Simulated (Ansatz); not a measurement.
# NbNiS4: the cost of one run

Program: Ansatz 0.2.0. Level of theory: DFT PBE, scalar-relativistic, plane waves, PAW, unless a step names another level. These are calculated values, not measurements.

### 1 The starting structure

It takes space group P-3m1 (No. 164, trigonal). Conventional cell: a = 3.366 Å, b = 3.366 Å, c = 12.682 Å, α = 90.00°, β = 90.00°, γ = 120.00°. Nb (site symmetry -3m) is surrounded by 6 S at 2.48 Å. Around Ni (site symmetry -3m) lie 6 S at 2.26 Å. S (site symmetry 3m) has 3 Ni at 2.26 Å as nearest neighbours. S (site symmetry 3m) is surrounded by 3 Nb at 2.48 Å.

Structure file:

```xyz
6
Lattice="3.3663 0.0000 0.0000 -1.6831 2.9153 0.0000 0.0000 0.0000 12.6822" Properties=species:S:1:pos:R:3 pbc="T T T"
Nb    0.0000    0.0000    6.3411
Ni    0.0000    0.0000    0.0000
S     1.6831    0.9718   11.5208
S     1.6831    0.9718    4.7956
S     0.0000    1.9435    7.8866
S     0.0000    1.9435    1.1614
```

It came out lowest among 19 distinct ends of the trial cells. At a tolerance of 0.05 Å it has space group P-3m1 (No. 164).

### 2 Tight relaxation for the response runs, on the response runs' mesh and smearing

Contents of input.yaml:

```yaml
crystal:
  lattice:
    - [3.3662736594, 0.0, 0.0]
    - [-1.6831368297, 2.9152785052, 0.0]
    - [0.0, 0.0, 12.6822450175]
  atoms:
    - { symbol: Nb, position: [0.0, 0.0, 0.5] }
    - { symbol: Ni, position: [0.0, 0.0, 0.0] }
    - { symbol: S, position: [0.6666666667, 0.3333333333, 0.9084223735] }
    - { symbol: S, position: [0.6666666667, 0.3333333333, 0.3781386201] }
    - { symbol: S, position: [0.3333333333, 0.6666666667, 0.6218613799] }
    - { symbol: S, position: [0.3333333333, 0.6666666667, 0.0915776265] }
basis:
  ecutwfc: 420
kpoints:
  mp_grid: { grid: [12, 12, 4] }
hamiltonian:
  xc: pbe
scf:
  occupations: { method: gaussian, width: 0.1 }
output:
  forces: true
  stress: true
  eigenvalues: true
relax:
  adjacent_minimum: "off"
  f_tol: 0.001
  max_steps: 60
  cell: { stress_tol: 0.01 }
```

Started as:

```bash
ansatz run input.yaml --threads 3 --pin off --max-ram 7680MiB --backend cpu --events-out ev --progress --plain --runs-dir out
```

Q: Estimate wall time and peak memory on 3 threads of Arm Neoverse V1, shared host.

About 56 s, with a peak of 0.59 GiB.
